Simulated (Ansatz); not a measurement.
**ScNbN (P-3m1): convergence test of the plane-wave cutoff in Python**

How high a cutoff does ScNbN (P-3m1) need? A script is to give a convergence test of the plane-wave cutoff; the system is ScNbN (P-3m1).

Computed with the Python package of Ansatz 0.2.0. Level of theory: DFT r2SCAN+D3(BJ) with three-body term, plane waves, PAW.

## (1) The system

Symmetry: P-3m1, No. 164, trigonal system. The conventional cell has a = 3.111 Å, b = 3.111 Å, c = 10.357 Å, α = 90.00°, β = 90.00°, γ = 120.00°. Sc (site symmetry -3m) has 6 N at 2.23 Å as nearest neighbours. Around Sc (site symmetry -3m) lie 6 Sc at 3.11 Å and 6 Nb at 3.13 Å. Around Nb (site symmetry 3m) lie 3 N at 2.21 Å. Around N (site symmetry 3m) lie 3 Nb at 2.21 Å and 3 Sc at 2.23 Å.

The script holds or builds the structure itself.

## (2) Script

Input file ecut_scnbn.py:

```python
# -*- coding: utf-8 -*-
import warnings

import ansatz as az
import matplotlib.pyplot as plt


def main():
    warnings.simplefilter("ignore", az.DeckWarning)

    scnbn = (
        az.Lattice.of((3.110974, 0.0, 0.0), (-1.555487, 2.694183, 0.0), (0.0, 0.0, 10.357153))
        .atom("Sc", (0.0, 0.0, 0.5))
        .atom("Sc", (0.0, 0.0, 0.0))
        .atom("Nb", (2 / 3, 1 / 3, 0.752569))
        .atom("Nb", (1 / 3, 2 / 3, 0.247431))
        .atom("N", (2 / 3, 1 / 3, 0.372189))
        .atom("N", (1 / 3, 2 / 3, 0.627811))
    )

    setup = scnbn.calculation()
    setup = setup.scf(lower_state_search="light", algorithm="direct_min")
    setup = setup.kpoints(5, 5, 2, center="gamma").functional("r2scan", dispersion="d3bjatm")
    setup = setup.occupations(az.OccupationsMethod.GAUSSIAN, width=0.2)
    setup = setup.stress()

    rows = []
    for value in [300, 375, 450, 525, 600, 675]:
        report = setup.basis(value).run(threads=1).report
        rows.append((value, report["free_energy_ev"] / len(report["lattice"]["sites"]), report["n_iterations"], sum(report["stress_gpa"][i][i] for i in range(3)) / 3, report["n_pw"]))

    print(" cutoff (eV)   F/atom (eV)    iterations       P (GPa)   plane waves")
    for row in rows:
        print(f"{str(row[0]):>12s}  {row[1]:12.5f}  {row[2]:12d}  {row[3]:12.3f}  {row[4]:12d}")

    for row in rows[:-1]:
        shift = 1000 * (row[1] - rows[-1][1])
        print(f"{row[0]}: {shift:+.2f} meV/atom" + ("  (within 2 meV)" if abs(shift) < 2 else ""))
    plt.figure(figsize=(4.5, 3))
    plt.plot([str(row[0]) for row in rows], [1000 * (row[1] - rows[-1][1]) for row in rows], "o-")
    plt.xlabel("cutoff (eV)")
    plt.ylabel("F - F(last) (meV/atom)")
    plt.tight_layout()
    plt.savefig("ecut.png", dpi=100)


if __name__ == "__main__":
    main()
```

## (3) The run

Run with:

```sh
> python ecut_scnbn.py
```

Output:

```text
 cutoff (eV)   F/atom (eV)    iterations       P (GPa)   plane waves
         300   -2364.23310             8        -4.346          1055
         375   -2364.33709            10        -4.837          1389
         450   -2364.34669             7        -4.859          1919
         525   -2364.34902             7        -4.860          2373
         600   -2364.35039             8        -4.870          2921
         675   -2364.35115            10        -4.880          3523
300: +118.06 meV/atom
375: +14.07 meV/atom
450: +4.47 meV/atom
525: +2.14 meV/atom
600: +0.77 meV/atom  (within 2 meV)
```

Run time: 3 min. Hardware: 1 thread of Arm Neoverse V2, shared host; peak memory 0.8 GiB.

## (4) Run by run

One row for each of the 6 runs:

| run | cutoff (eV) | energy from run 6 (meV/atom) | pressure (GPa) | SCF cycles | CPU time (s) |
| --- | --- | --- | --- | --- | --- |
| 1 | 300 | 118.06 | -4.35 | 8 | 15 |
| 2 | 375 | 14.07 | -4.84 | 10 | 22 |
| 3 | 450 | 4.47 | -4.86 | 7 | 23 |
| 4 | 525 | 2.14 | -4.86 | 7 | 30 |
| 5 | 600 | 0.77 | -4.87 | 8 | 41 |
| 6 | 675 | 0.00 | -4.88 | 10 | 49 |

Energies are free energies F = E - TS of the smeared occupations. 

## (5) Results

| quantity | value |
| --- | --- |
| runs compared | 6 |
| last run but one, from the last | +0.77 meV/atom |
| within 5 meV/atom of the last run from | 450 |

**Reading.** Runs 1, 2, 3: each has a cutoff under the recommended one, so what rests on them isn't a property of the system. From 600 eV on it stays within 2 meV an atom of the value at 675 eV; the first row (300 eV) is off by 118.1 meV and the last but one by 0.77 meV. The energy falls steadily, as expected when plane waves are added. The pressure moves from -4.35 to -4.88 GPa (the program's stress holds a Pulay correction, so it settles early). The last run costs about 3.3 times the first. Reading the output:
- No spin polarisation was allowed.
- The mesh is modest for a metal, so energies can be off by several to tens of meV an atom and pressures by half a GPa or more; differences at equal mesh fare better.
- Pressure is positive in compression.
- The structure comes from a database of computed cells and needn't be a stable or known phase.
- Shifts are counted from the last row, which is itself no proven limit.
- The script silences the warnings on its input, which a real study should read.
